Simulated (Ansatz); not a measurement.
# Si2Ni, space group Fm-3m: a test of the smearing width

With the Ansatz DFT code, driven from Python.

At the Python prompt:
```pycon
>>> import warnings
>>> import ansatz as az
>>> from tabulate import tabulate
>>> XC = 'pbe'
>>> CUTOFF_EV = 450
>>> TOLERANCE = 1e-09
>>> warnings.simplefilter('ignore', az.DeckWarning)
>>> crystal = (
...     az.Lattice.fcc(5.406)
...     .space_group(225)
...     .atom('Si', [0.25, 0.75, 0.75])
...     .atom('Ni', [0.0, 0.0, 0.0])
...     .primitive()
...     .moments(Ni=1.5)
... )
>>> model = (
...     crystal.calculation()
...     .functional(XC)
...     .basis(CUTOFF_EV)
...     .kpoints(11)
...     .spin('collinear')
...     .scf(tolerance=TOLERANCE)
...     .stress()
... )
>>> rows = []
>>> for value in [0.5, 0.3, 0.2, 0.1]:
...     r = model.occupations('gaussian', width=value).run(threads=1).report
...     rows.append((value, r['free_energy_ev'] / len(r['lattice']['sites']), r['n_iterations'], sum(r['stress_gpa'][i][i] for i in range(3)) / 3, r['magnetization_mub'], r['n_kpoints']))
...
RunWarning: the starting moments were not kept: the SCF closed with an absolute magnetisation of 9.6e-8 μB, where they sum to 1.5 μB in size (1 site). That is at most 0.1 of that sum. Measured as dr2_m measures the in/out step, that magnetisation stands [...]
>>> print(tabulate(rows, headers=['width (eV)', 'F/atom (eV)', 'iterations', 'P (GPa)', 'moment (muB)', 'k-points'], floatfmt='.4f', tablefmt='simple'))
  width (eV)    F/atom (eV)    iterations    P (GPa)    moment (muB)    k-points
------------  -------------  ------------  ---------  --------------  ----------
      0.5000     -2370.8165            13     3.4954         -0.0000          56
      0.3000     -2370.8050            13     3.3409         -0.0000          56
      0.2000     -2370.8013            13     3.2805         -0.0000          56
      0.1000     -2370.7991            14     3.2797         -0.0000          56
>>> for row in rows[:-1]:
...     shift = 1000 * (row[1] - rows[-1][1])
...     print(f'{row[0]}: {shift:+.2f} meV/atom' + ('  (within 5 meV)' if abs(shift) < 5 else ''))
...
0.5: -17.48 meV/atom
0.3: -5.90 meV/atom
0.2: -2.26 meV/atom  (within 5 meV)
```

Going from 0.1 to 0.5 eV changes F by -17.5 meV an atom. With this scheme F falls roughly as the square of the width; the report's estimate for zero width (energy_sigma0_ev) moves by only -0.5 meV. The pressure moves from 3.28 to 3.50 GPa.

The SCF didn't keep the moments it started from (some shrank, vanished or turned); what is printed is the state reached. The overall sign of a collinear moment is arbitrary, and semilocal functionals can give small moments to compounds that are paramagnetic. The free energy holds a sizeable smearing term, which stands for no physical temperature. The narrowest width needs the finest mesh, so the last row is no converged reference. Pressure is positive in compression. The structure is a deposited one; some such entries were measured under pressure or heat, so a shift against it needn't be the functional's error alone. Warnings are shown shortened and without file and line. The script silences the warnings on its input, which a real study should read. Wall time of the script: 30 s on 1 thread of Arm Neoverse V2, with other jobs on the host, peak memory 0.43 GiB.
